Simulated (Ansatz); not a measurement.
Predict the output of the script below (Ansatz's Python interface).

`scan.py`
```python
'''Stretching a bond of H6LiNSi2, the rest held rigid.'''

import ansatz as az
import numpy as np

config = {
    'basis': 'def2-SVP',
    'xc': 'r2scan0',
}

GEOMETRY = '''
Li   -2.31030   -0.34290   -0.50130
N    -0.42930   -0.50420   -0.68530
Si    0.22150    1.14740   -0.87510
Si    0.23910   -1.15130    0.86800
H    -0.23340    1.73350   -2.13110
H    -0.17240    2.00260    0.26680
H     1.74990    1.07890   -0.89880
H    -0.36100   -2.48720    1.06740
H    -0.25630   -0.27400    2.02060
H     1.63520   -1.25390    0.87180
'''


def main() -> None:
    geometry = az.Crystal.molecule()
    for line in GEOMETRY.strip().splitlines():
        symbol, *xyz = line.split()
        geometry = geometry.atom(symbol, [float(v) for v in xyz])

    symbols = [site.symbol for site in geometry.cartesian_sites]
    start = np.array([site.position_ang for site in geometry.cartesian_sites])
    axis = (start[8] - start[3]) / np.linalg.norm(start[8] - start[3])
    moving = [8]
    lengths, energies = [1.347, 1.408, 1.47, 1.531, 1.592, 1.653, 1.715, 1.806], []
    for length in lengths:
        xyz = start.copy()
        xyz[moving] += (length - np.linalg.norm(start[8] - start[3])) * axis
        point = az.Crystal.molecule()
        for symbol, place in zip(symbols, xyz):
            point = point.atom(symbol, place.tolist())
        base = point.calculation()
        base = base.basis(gaussian=config['basis'])
        base = base.functional(config['xc'])
        summary = base.run().report
        energies.append(summary['free_energy_ev'])
        print(f'r = {length:6.3f} A  E = {energies[-1]:.5f} eV  <S^2> = {abs(summary["mean_field"]["state"]["spin_squared"]):.3f}')

    # quartic fit about the minimum
    fit = np.polynomial.Polynomial.fit(lengths, np.array(energies) - min(energies), 4).convert()
    roots = [r.real for r in fit.deriv().roots() if abs(r.imag) < 1e-9 and fit.deriv(2)(r.real) > 0]
    r_e = min(roots, key=lambda r: abs(r - lengths[int(np.argmin(energies))]))
    print(f'minimum of the fit at {r_e:.4f} A, force constant {fit.deriv(2)(r_e):.2f} eV/A^2')


if __name__ == '__main__':
    main()
```

`python scan.py` gives:
```text
r =  1.347 A  E = -17538.87782 eV  <S^2> = 0.000
r =  1.408 A  E = -17539.05615 eV  <S^2> = 0.000
r =  1.470 A  E = -17539.14018 eV  <S^2> = 0.000
r =  1.531 A  E = -17539.14940 eV  <S^2> = 0.000
r =  1.592 A  E = -17539.10327 eV  <S^2> = 0.000
r =  1.653 A  E = -17539.01553 eV  <S^2> = 0.000
r =  1.715 A  E = -17538.89478 eV  <S^2> = 0.000
r =  1.806 A  E = -17538.67770 eV  <S^2> = 0.000
minimum of the fit at 1.5088 A, force constant 16.49 eV/A^2
```

Notes:
- Total energies depend on the basis set; only differences at equal settings carry meaning.
- The rest of the molecule is held rigid at a force-field or estimated start geometry, and the basis set is modest; single-reference methods fail as a bond breaks.
- The orbitals are restricted, so S² is zero by construction.
- Hardware and time: 48 s on 1 thread of Arm Neoverse V1, on a shared host, peak memory 0.28 GiB.
